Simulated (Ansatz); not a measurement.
# TaMnN2: the cost of one run

Computed with Ansatz 0.2.0 (DFT PBE, scalar-relativistic, plane waves, PAW, unless a step's input says otherwise).

### Step 1. The starting structure

It takes space group P6mm (No. 183, hexagonal). The conventional cell has a = 3.500 Å, b = 3.500 Å, c = 5.385 Å, α = 90.00°, β = 90.00°, γ = 120.00°. Ta (site symmetry 6mm) has 6 N at 2.02 Å and 1 Mn at 2.29 Å as nearest neighbours. Mn (site symmetry 6mm) is surrounded by 1 Ta at 2.29 Å. Around N (site symmetry 3m) lie 3 N at 2.02 Å and 3 Ta at 2.02 Å.

Coordinates:

```cif
data_structure
_symmetry_space_group_name_H-M 'P6mm'
_symmetry_Int_Tables_number 183
_cell_length_a 3.4996
_cell_length_b 3.4996
_cell_length_c 5.3851
_cell_angle_alpha 90.000
_cell_angle_beta 90.000
_cell_angle_gamma 120.000
_cell_volume 57.12
loop_
_atom_site_label
_atom_site_type_symbol
_atom_site_symmetry_multiplicity
_atom_site_Wyckoff_symbol
_atom_site_fract_x
_atom_site_fract_y
_atom_site_fract_z
_atom_site_occupancy
Ta1 Ta 1 a 0.00000 0.00000 0.49610 1
Mn1 Mn 1 a 0.00000 0.00000 0.92185 1
N1 N 2 b 0.33333 0.66667 0.48937 1
```

A structure generator made this guess: random cell by space group and Wyckoff sites (P6mm, No. 183). The dimensions are guesses.

### Step 2. The guess as it stands, on a coarse mesh

File input.yaml:

```yaml
crystal:
  lattice:
    - [3.49958447, 0.0, 0.0]
    - [-1.74979223, 3.03072905, 0.0]
    - [0.0, 0.0, 5.38506734]
  atoms:
    - { symbol: Ta, position: [0.0, 0.0, 0.49610128] }
    - { symbol: Mn, position: [0.0, 0.0, 0.92185082], spin: 4.0 }
    - { symbol: "N", position: [0.33333333, 0.66666667, 0.48936858] }
    - { symbol: "N", position: [0.66666667, 0.33333333, 0.48936858] }
basis:
  ecutwfc: 420
kpoints:
  mp_grid: { grid: [6, 6, 4] }
hamiltonian:
  xc: pbe
scf:
  occupations: { method: gaussian, width: 0.1 }
  lower_state_search: "off"
output:
  forces: true
  stress: true
  eigenvalues: true
  populations: true
magnetization:
  spin_polarized: true
```

On the command line:

```console
$ ansatz run input.yaml --threads 1 --pin off --max-ram 2560MiB --backend cpu --events-out ev --progress --plain --runs-dir out
```

**Question.** How long does this run take on 1 thread of Intel Xeon at 2.70GHz, shared host, and how much memory does it need?

About 11 s, with a peak of 0.4 GiB.
